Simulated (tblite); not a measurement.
# CH8GeNO2Si: the cost of one run

Programs: tblite 0.8.0 and PySCF 2.14.0. All values are calculated, for the isolated system unless a continuum is named. Atoms count from 0, parts from 1.

### Step 1. Starting point

14 atoms, charge 0, multiplicity 2; geometry: distance geometry start.

### Step 2. Relaxing the cluster with GFN1-xTB

What the job is given:

```
{"job": {"kind": "relax", "xc": "GFN1-xTB", "basis": "xTB"}, "charge": 0, "multiplicity": 2}
C      0.225368    -0.798359    -0.171076
N     -1.098650    -1.030042    -0.694360
Si    -2.337173     0.138033    -0.176950
O      0.723164     0.397768    -0.641974
Ge     2.386512     0.688687    -0.037533
O      0.083604    -0.626365     1.229545
H     -1.134775    -1.256948    -1.679510
H     -2.319530     1.400054    -0.932205
H     -3.629450    -0.476336    -0.338148
H     -2.154989     0.525268     1.237815
H      2.823111    -0.424429     0.959908
H      2.535472     2.035028     0.695434
H      3.389224     0.762128    -1.196517
H      0.509826    -1.364866     1.732083
```

Level: GFN1-xTB geometry optimisation, gas phase.

On the command line:

```sh
OMP_NUM_THREADS=1 python cluster_run.py task.json out
```

The driver reads the jobs from task.json and runs them one after another.

Q: Estimate the wall time of this first job on 1 thread of Intel Xeon at 2.50GHz, shared host.

About 15 s.
